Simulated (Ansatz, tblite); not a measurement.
# B6As5 wurtzite ring sphere (B6As5H18−): a ladder of methods and basis sets

How do method and basis change the picture of B6As5 wurtzite ring sphere (B6As5H18−) (singlet)?

Computed with Ansatz 0.2.0, Gaussian basis. Level: as each input shows.

Levels to be run: GFN1-xTB, GFN2-xTB, PBE-D4/def2-TZVP, r2SCAN-D4/def2-TZVP, B3LYP-D4/def2-TZVP, PBE-QIDH/def2-TZVP, LDA/def2-TZVP, PBE-D4/def2-SVP, PBE0-D4/def2-SVP, HF/STO-3G, HF/6-31G, B3LYP-D4/6-31G, MP2/def2-TZVP, RPA/def2-TZVP.

**1. The structure**

The geometry is that of the singlet, from an earlier relaxation (PBE-D4/def2-SVP).

29 atoms, charge -1, spin multiplicity 1.

Bond lengths: B1–As2 2.072 Å, B1–As7 2.078 Å, B1–H12 1.232 Å, B1–H13 1.228 Å, As2–B4 2.096 Å, As2–B5 2.072 Å, As2–H14 1.532 Å, As3–B4 2.063 Å, As3–B8 2.060 Å, As3–H15 1.524 Å, As3–H16 1.534 Å, B4–As6 2.062 Å, B4–H17 1.222 Å, B5–As10 2.078 Å, B5–H18 1.228 Å, B5–H19 1.232 Å, As6–B11 2.060 Å, As6–H20 1.524 Å and more. Angles: As2–B1–As7 103.7°, As2–B1–H12 110.0°, As2–B1–H13 107.7°, As7–B1–H12 110.3°, As7–B1–H13 110.1°, H12–B1–H13 114.5°, B1–As2–B4 111.2°, B1–As2–B5 114.2°, B1–As2–H14 108.4°, B4–As2–B5 111.2°, B4–As2–H14 102.7°, B5–As2–H14 108.4°, B4–As3–B8 121.0°, B4–As3–H15 105.0°, B4–As3–H16 107.5°, B8–As3–H15 112.0°, B8–As3–H16 111.2°, H15–As3–H16 97.4° and more.

The ion is computed in the gas phase, without counter-ions or solvent.

PBE0-D4/def2-TZVP was run before; its log isn't repeated, and its numbers join the tables.

**2. GFN1-xTB**

Tight binding, by tblite at 300 K electronic temperature and without a spin-polarisation term:

```python
tblite.interface.Calculator('GFN1-xTB', numbers, positions, charge=-1, uhf=0).singlepoint()
```

Energy -823.0136 eV, HOMO -7.12 eV, LUMO -2.04 eV; 0.056 s.

**3. GFN2-xTB**

Tight binding, by tblite at 300 K electronic temperature and without a spin-polarisation term:

```python
tblite.interface.Calculator('GFN2-xTB', numbers, positions, charge=-1, uhf=0).singlepoint()
```

Energy -780.9384 eV, HOMO -6.06 eV, LUMO -1.18 eV; 0.05 s.

**4. PBE-D4/def2-TZVP**

start.molden holds the orbitals of an earlier run on this state, given as this run's starting guess.

in.yaml reads:

```yaml
crystal:
  periodic: [false, false, false]
  atoms:
    - {symbol: B, position_ang: [0.139562, -1.928648, -1.679691]}
    - {symbol: As, position_ang: [-1.476113, -0.852860, -0.955061]}
    - {symbol: As, position_ang: [0.192067, -1.817882, 1.787388]}
    - {symbol: B, position_ang: [-1.528991, -0.883382, 1.140008]}
    - {symbol: B, position_ang: [-1.601387, 1.084263, -1.679386]}
    - {symbol: As, position_ang: [-1.480710, 1.074249, 1.787247]}
    - {symbol: As, position_ang: [1.786991, -0.896890, -0.945902]}
    - {symbol: B, position_ang: [2.042154, -1.235851, 1.093433]}
    - {symbol: B, position_ang: [1.875348, 1.084183, -1.538932]}
    - {symbol: As, position_ang: [0.114920, 1.996353, -0.944998]}
    - {symbol: B, position_ang: [-0.050615, 2.385008, 1.094846]}
    - {symbol: H, position_ang: [0.117936, -3.074743, -1.228915]}
    - {symbol: H, position_ang: [0.112573, -1.862147, -2.905127]}
    - {symbol: H, position_ang: [-2.760856, -1.595215, -1.335448]}
    - {symbol: H, position_ang: [-0.058919, -3.304737, 1.565917]}
    - {symbol: H, position_ang: [0.157117, -1.837297, 3.320720]}
    - {symbol: H, position_ang: [-2.508842, -1.450386, 1.600985]}
    - {symbol: H, position_ang: [-1.556751, 1.028076, -2.904820]}
    - {symbol: H, position_ang: [-2.605384, 1.637626, -1.228846]}
    - {symbol: H, position_ang: [-2.893813, 1.599520, 1.563660]}
    - {symbol: H, position_ang: [-1.517023, 1.053877, 3.320535]}
    - {symbol: H, position_ang: [3.001304, -1.573700, -1.584719]}
    - {symbol: H, position_ang: [2.815206, -2.162620, 1.316381]}
    - {symbol: H, position_ang: [2.309100, -0.200259, 1.689677]}
    - {symbol: H, position_ang: [1.891617, 1.093975, -2.769196]}
    - {symbol: H, position_ang: [2.834395, 1.638209, -1.006680]}
    - {symbol: H, position_ang: [0.134395, 3.386887, -1.582762]}
    - {symbol: H, position_ang: [0.979463, 2.096106, 1.690419]}
    - {symbol: H, position_ang: [-0.464724, 3.518285, 1.319236]}
basis:
  gaussian: {orbitals: def2-TZVP, fitting: {mean_field: def2-universal-jkfit}, initial_orbitals: start.molden}
total_charge: -1
hamiltonian: {xc: pbe, dispersion: d4}
scf: {omitted_lower_state_checks: [starts]}
output: {orbitals: {seedname: orbitals}}
```

Command:

```sh
$ ansatz run in.yaml --threads 2 --pin off --events-out ev --progress --plain --max-ram 32768MiB --backend cuda --devices 0, --max-vram 18GiB
```

The runs that follow: r2SCAN-D4/def2-TZVP; B3LYP-D4/def2-TZVP; PBE-QIDH/def2-TZVP; LDA/def2-TZVP; PBE-D4/def2-SVP; PBE0-D4/def2-SVP; HF/STO-3G; HF/6-31G; B3LYP-D4/6-31G; MP2/def2-TZVP; RPA/def2-TZVP.

Q: Predict the results of all the runs planned. Wanted: gap in def2-TZVP, named functionals, smallest and largest; correlation energy, MP2/def2-TZVP; PBE0 total energy, smallest basis above largest.

The runs gave:

```
                                                 quantity                             value
gap in def2-TZVP, named functionals, smallest and largest  4.16 eV (LDA), 6.06 eV (PBE0-D4)
                        correlation energy, MP2/def2-TZVP                         -57.57 eV
          PBE0 total energy, smallest basis above largest    41.81 eV (def2-SVP, def2-TZVP)
```

Over the named functionals in def2-TZVP the gap runs from 4.16 eV (LDA) to 6.06 eV (PBE0-D4); exact exchange widens it.
